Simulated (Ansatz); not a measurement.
# AlCl2H3Si + HCl: a complex and its separated parts

The complex below is one end of an elementary step. How strongly is it bound against its free parts?

Computed with Ansatz 0.2.0, Gaussian basis. Level: PBE0-D4/def2-TZVP structures, single points in def2-TZVPP, no counterpoise correction.

Levels: SPW92, PBE-D4, BLYP-D4, r2SCAN-D4, B97M-V, PBE0-D4, B3LYP-D4, r2SCAN0-D4, BHLYP-D4, CAM-B3LYP-D4, wB97X-V, wB97M-V, B2PLYP, PBE-QIDH, RPA on PBE, Hartree-Fock, MP2, CCSD, CCSD(T).

Cores are frozen in the correlated methods. B3LYP uses VWN-RPA correlation. B2PLYP carries no dispersion term here.

94 further runs of the same task are left out: 94 set aside as unsound or not needed.

### 1 Where the work starts

The complex: 9 atoms, charge 0, spin multiplicity 1.

Atoms are counted from 1 here; the program's logs count them from 0.

Bond lengths: Al1–Cl2 2.627 Å, Al1–Cl3 2.103 Å, Al1–Cl4 2.103 Å, Al1–Si6 2.442 Å, Cl2–H5 1.290 Å, Si6–H7 1.503 Å, Si6–H8 1.487 Å, Si6–H9 1.487 Å. Angles: Cl2–Al1–Cl3 98.1°, Cl2–Al1–Cl4 98.0°, Cl2–Al1–Si6 92.8°, Cl3–Al1–Cl4 116.6°, Cl3–Al1–Si6 119.8°, Cl4–Al1–Si6 120.1°, Al1–Cl2–H5 90.4°, Al1–Si6–H7 107.7°, Al1–Si6–H8 113.6°, Al1–Si6–H9 113.5°, H7–Si6–H8 106.3°, H7–Si6–H9 106.3°, H8–Si6–H9 108.9°.

Coordinates:

```
Al   -1.08866   -0.14437   -0.63272
Cl    0.83634    0.76741   -2.17075
Cl   -1.50418   -1.91017   -1.69599
Cl   -2.44061    1.44606   -0.88473
H     1.65979    0.72792   -1.17915
Si    0.35676   -0.22273    1.33379
H     1.72718    0.22901    0.91188
H    -0.06902    0.69702    2.42240
H     0.52240   -1.59004    1.89526
```

Its parts: AlCl2H3Si holds atoms 1, 3, 4, 6, 7, 8, 9; HCl holds atoms 2, 5. Each part counts its atoms afresh in its own runs.

### 2 Relaxing AlCl2H3Si alone

relax-a/in.yaml

```yaml
crystal:
  periodic: [false, false, false]
  atoms:
    - {symbol: Al, position_ang: [-1.088665, -0.144367, -0.632718]}
    - {symbol: Cl, position_ang: [-1.504176, -1.910173, -1.695985]}
    - {symbol: Cl, position_ang: [-2.440608, 1.446059, -0.884733]}
    - {symbol: Si, position_ang: [0.356760, -0.222731, 1.333786]}
    - {symbol: H, position_ang: [1.727176, 0.229013, 0.911878]}
    - {symbol: H, position_ang: [-0.069022, 0.697016, 2.422398]}
    - {symbol: H, position_ang: [0.522404, -1.590043, 1.895264]}
basis:
  gaussian: {orbitals: def2-TZVP}
hamiltonian: {xc: pbe0, dispersion: d4}
relax: {f_tol: 0.005, max_steps: 200}
```

Run with:

```sh
$ ansatz run in.yaml --threads 8 --pin off --events-out ev --progress --plain --max-ram 19148MiB
```

Further steps of the session: Relaxing HCl alone; SPW92/def2-TZVPP; PBE-D4/def2-TZVPP; BLYP-D4/def2-TZVPP; r2SCAN-D4/def2-TZVPP; B97M-V/def2-TZVPP; PBE0-D4/def2-TZVPP; B3LYP-D4/def2-TZVPP; r2SCAN0-D4/def2-TZVPP; BHLYP-D4/def2-TZVPP; CAM-B3LYP-D4/def2-TZVPP; wB97X-V/def2-TZVPP; wB97M-V/def2-TZVPP; B2PLYP/def2-TZVPP; PBE-QIDH/def2-TZVPP; RPA on PBE/def2-TZVPP; CCSD(T)/def2-TZVPP; Vibrations of AlCl2H3Si; Vibrations of HCl.

What does the calculation give? Wanted: complex less parts, CCSD(T)/def2-TZVPP; with zero-point energy; largest T1 diagnostic.

As calculated:

| quantity | value |
| --- | --- |
| complex less parts, CCSD(T)/def2-TZVPP | -0.248 eV |
| with zero-point energy | -0.200 eV |
| largest T1 diagnostic | 0.011 |

**Reading.** At CCSD(T) the complex lies 0.248 eV below its parts. BLYP-D4 is the best functional here (-0.016 eV from CCSD(T)); SPW92 is the worst (-0.259 eV). Mean unsigned error by rung: LDA 0.259, GGA 0.055, meta-GGA 0.049, hybrid 0.054, range-separated hybrid 0.049, double hybrid 0.053 eV. PBE-D4 gives a relative energy 0.094 eV too low, outside chemical accuracy (1 kcal/mol, 0.043 eV). The complex's frequency run has imaginary modes: the structure is no minimum, so both the energy and the zero-point correction are in doubt. No counterpoise was applied, and triple zeta lacks some correlation, so the CCSD(T) reference has a basis error of its own, and close matches with it are partly luck.
